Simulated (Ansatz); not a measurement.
# C2H6BBrO: the cost of one run

Computed with Ansatz 0.2.0, Gaussian basis. Level: functionals in def2-TZVPP, the program's frozen cores in correlated methods.

The runs, in order: PBE-D4, r2SCAN-D4, PBE0-D4, B3LYP-D4, ωB97X-V, ωB97M-V, B2PLYP; CCSD(T)/def2-TZVPP; MP2/def2-QZVPP; extrapolation to the limit.

## 1. The geometry

All runs share one geometry, relaxed beforehand with PBE0-D4 in a triple-zeta def2 set.

SMILES `OBCCBr`, 11 atoms, charge 0, spin multiplicity 1.

Atoms are counted from 1 here; the program's logs count them from 0.

Bond lengths: O1–B2 1.353 Å, O1–H6 0.960 Å, B2–C3 1.569 Å, B2–H7 1.204 Å, C3–C4 1.510 Å, C3–H8 1.103 Å, C3–H9 1.094 Å, C4–Br5 1.954 Å, C4–H10 1.088 Å, C4–H11 1.088 Å. Angles: B2–O1–H6 113.7°, O1–B2–C3 118.5°, O1–B2–H7 119.8°, C3–B2–H7 121.6°, B2–C3–C4 116.3°, B2–C3–H8 105.6°, B2–C3–H9 110.8°, C4–C3–H8 108.1°, C4–C3–H9 110.7°, H8–C3–H9 104.6°, C3–C4–Br5 111.1°, C3–C4–H10 113.1°, C3–C4–H11 112.4°, Br5–C4–H10 104.8°, Br5–C4–H11 105.1°, H10–C4–H11 109.7°.

## 2. PBE-D4 (GGA)

in.yaml

```yaml
crystal:
  periodic: [false, false, false]
  atoms:
    - {symbol: O, position_ang: [-1.746763, 0.502247, 0.248937]}
    - {symbol: B, position_ang: [-0.569156, 0.654830, 0.896585]}
    - {symbol: C, position_ang: [0.664990, -0.187117, 0.416972]}
    - {symbol: C, position_ang: [0.583634, -0.756115, -0.979680]}
    - {symbol: Br, position_ang: [0.740557, 0.653015, -2.324157]}
    - {symbol: H, position_ang: [-2.459401, 1.030472, 0.614738]}
    - {symbol: H, position_ang: [-0.502640, 1.380929, 1.854146]}
    - {symbol: H, position_ang: [0.742647, -1.028990, 1.126054]}
    - {symbol: H, position_ang: [1.594158, 0.374385, 0.552172]}
    - {symbol: H, position_ang: [1.391416, -1.448441, -1.206854]}
    - {symbol: H, position_ang: [-0.374043, -1.232214, -1.178312]}
basis:
  gaussian: {orbitals: def2-TZVPP}
hamiltonian: {xc: pbe, dispersion: d4}
output: {forces: true, orbitals: {seedname: orbitals}}
```

On the command line:

```sh
$ ansatz run in.yaml --threads 4 --pin off --events-out ev --progress --plain --max-ram 10444MiB
```

Q: Estimate wall time and peak memory on 4 threads of Arm Neoverse N1, shared host.

About 4.7 s, with a peak of 0.34 GiB.
